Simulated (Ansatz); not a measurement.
# Zn24S23Br (Wurtzite-2H): the cost of one run

Program: Ansatz 0.2.0. Level of theory: DFT, PBE, plane-wave PAW, default files, scalar-relativistic. These are calculated values, not measurements.

### Step 1. Starting point

It takes space group P1 (No. 1, triclinic). Conventional cell: a = 7.622 Å, b = 10.083 Å, c = 12.468 Å, α = 90.00°, β = 90.00°, γ = 100.89°. Around Zn (site symmetry 1) lie 3 S at 2.31 Å and 1 Br at 2.40 Å. Zn (site symmetry 1) has 4 S at 2.31 to 2.40 Å as nearest neighbours. Only part of the 48 independent sites is listed.

Structure file:

```xyz
48
Lattice="7.6220 0.0000 0.0000 -5.7165 9.9013 0.0000 0.0000 0.0000 12.4680" Properties=species:S:1:pos:R:3 pbc="T T T"
Zn    0.0000    2.2003    0.0000
Zn    0.0000    2.2003    6.2340
Zn   -1.9055    5.5007    0.0000
Zn   -1.9055    5.5007    6.2340
Zn   -3.8110    8.8011    0.0000
Zn   -3.8110    8.8011    6.2340
Zn    3.8110    2.2003    0.0000
Zn    3.8110    2.2003    6.2340
Zn    1.9055    5.5007    0.0000
Zn    1.9055    5.5007    6.2340
Zn    0.0000    8.8011    0.0000
Zn    0.0000    8.8011    6.2340
Zn    1.9055    1.1001    3.1170
Zn    1.9055    1.1001    9.3510
Zn    0.0000    4.4006    3.1170
Zn    0.0000    4.4006    9.3510
Zn   -1.9055    7.7010    3.1170
Zn   -1.9055    7.7010    9.3510
Zn    5.7165    1.1001    3.1170
Zn    5.7165    1.1001    9.3510
Zn    3.8110    4.4006    3.1170
Zn    3.8110    4.4006    9.3510
Zn    1.9055    7.7010    3.1170
Zn    1.9055    7.7010    9.3510
Br    0.0000    2.2003    2.4001
S     0.0000    2.2003    8.6341
S    -1.9055    5.5007    2.4001
S    -1.9055    5.5007    8.6341
S    -3.8110    8.8011    2.4001
S    -3.8110    8.8011    8.6341
S     3.8110    2.2003    2.4001
S     3.8110    2.2003    8.6341
S     1.9055    5.5007    2.4001
S     1.9055    5.5007    8.6341
S     0.0000    8.8011    2.4001
S     0.0000    8.8011    8.6341
S     1.9055    1.1001    5.5171
S     1.9055    1.1001   11.7511
S     0.0000    4.4006    5.5171
S     0.0000    4.4006   11.7511
S    -1.9055    7.7010    5.5171
S    -1.9055    7.7010   11.7511
S     5.7165    1.1001    5.5171
S     5.7165    1.1001   11.7511
S     3.8110    4.4006    5.5171
S     3.8110    4.4006   11.7511
S     1.9055    7.7010    5.5171
S     1.9055    7.7010   11.7511
```

Atom 25 of the input is the impurity.

### Step 2. Gradients at the starting positions

The input, input.yaml:

```yaml
crystal:
  lattice:
    - [7.622, 0.0, 0.0]
    - [-5.7165, 9.9012684414, 0.0]
    - [0.0, 0.0, 12.468]
  atoms:
    - { symbol: Zn, position: [0.1666666666, 0.2222222222, 0.0] }
    - { symbol: Zn, position: [0.1666666666, 0.2222222222, 0.5] }
    - { symbol: Zn, position: [0.1666666666, 0.5555555556, 0.0] }
    - { symbol: Zn, position: [0.1666666666, 0.5555555556, 0.5] }
    - { symbol: Zn, position: [0.1666666666, 0.8888888889, 0.0] }
    - { symbol: Zn, position: [0.1666666666, 0.8888888889, 0.5] }
    - { symbol: Zn, position: [0.6666666666, 0.2222222222, 0.0] }
    - { symbol: Zn, position: [0.6666666666, 0.2222222222, 0.5] }
    - { symbol: Zn, position: [0.6666666666, 0.5555555556, 0.0] }
    - { symbol: Zn, position: [0.6666666666, 0.5555555556, 0.5] }
    - { symbol: Zn, position: [0.6666666666, 0.8888888889, 0.0] }
    - { symbol: Zn, position: [0.6666666666, 0.8888888889, 0.5] }
    - { symbol: Zn, position: [0.3333333334, 0.1111111111, 0.25] }
    - { symbol: Zn, position: [0.3333333334, 0.1111111111, 0.75] }
    - { symbol: Zn, position: [0.3333333334, 0.4444444444, 0.25] }
    - { symbol: Zn, position: [0.3333333334, 0.4444444444, 0.75] }
    - { symbol: Zn, position: [0.3333333334, 0.7777777778, 0.25] }
    - { symbol: Zn, position: [0.3333333334, 0.7777777778, 0.75] }
    - { symbol: Zn, position: [0.8333333334, 0.1111111111, 0.25] }
    - { symbol: Zn, position: [0.8333333334, 0.1111111111, 0.75] }
    - { symbol: Zn, position: [0.8333333334, 0.4444444444, 0.25] }
    - { symbol: Zn, position: [0.8333333334, 0.4444444444, 0.75] }
    - { symbol: Zn, position: [0.8333333334, 0.7777777778, 0.25] }
    - { symbol: Zn, position: [0.8333333334, 0.7777777778, 0.75] }
    - { symbol: Br, position: [0.1666666666, 0.2222222222, 0.1925] }
    - { symbol: S, position: [0.1666666666, 0.2222222222, 0.6925] }
    - { symbol: S, position: [0.1666666666, 0.5555555556, 0.1925] }
    - { symbol: S, position: [0.1666666666, 0.5555555556, 0.6925] }
    - { symbol: S, position: [0.1666666666, 0.8888888889, 0.1925] }
    - { symbol: S, position: [0.1666666666, 0.8888888889, 0.6925] }
    - { symbol: S, position: [0.6666666666, 0.2222222222, 0.1925] }
    - { symbol: S, position: [0.6666666666, 0.2222222222, 0.6925] }
    - { symbol: S, position: [0.6666666666, 0.5555555556, 0.1925] }
    - { symbol: S, position: [0.6666666666, 0.5555555556, 0.6925] }
    - { symbol: S, position: [0.6666666666, 0.8888888889, 0.1925] }
    - { symbol: S, position: [0.6666666666, 0.8888888889, 0.6925] }
    - { symbol: S, position: [0.3333333334, 0.1111111111, 0.4425] }
    - { symbol: S, position: [0.3333333334, 0.1111111111, 0.9425] }
    - { symbol: S, position: [0.3333333334, 0.4444444444, 0.4425] }
    - { symbol: S, position: [0.3333333334, 0.4444444444, 0.9425] }
    - { symbol: S, position: [0.3333333334, 0.7777777778, 0.4425] }
    - { symbol: S, position: [0.3333333334, 0.7777777778, 0.9425] }
    - { symbol: S, position: [0.8333333334, 0.1111111111, 0.4425] }
    - { symbol: S, position: [0.8333333334, 0.1111111111, 0.9425] }
    - { symbol: S, position: [0.8333333334, 0.4444444444, 0.4425] }
    - { symbol: S, position: [0.8333333334, 0.4444444444, 0.9425] }
    - { symbol: S, position: [0.8333333334, 0.7777777778, 0.4425] }
    - { symbol: S, position: [0.8333333334, 0.7777777778, 0.9425] }
total_charge: 1
kpoints:
  mp_grid: { grid: [3, 2, 2] }
scf:
  occupations: { method: fermi_dirac, width: 0.01 }
hamiltonian:
  xc: pbe
  pseudopotentials: { kind: paw }
output:
  forces: true
  stress: true
  populations: true
  efg:
    quadrupole_moments_barn: { Zn: 0.122, Br: 0.2579, S: -0.0694 }
    contact_densities: true
```

Launch:

```console
$ ansatz run input.yaml --threads 4 --pin off --max-ram 8192MiB --backend cpu --events-out ev --progress --plain --runs-dir out
```

**Question.** How long does this run take on 4 threads of Arm Neoverse V1, shared host, and how much memory does it need?

About 1.8 min, with a peak of 4.9 GiB.
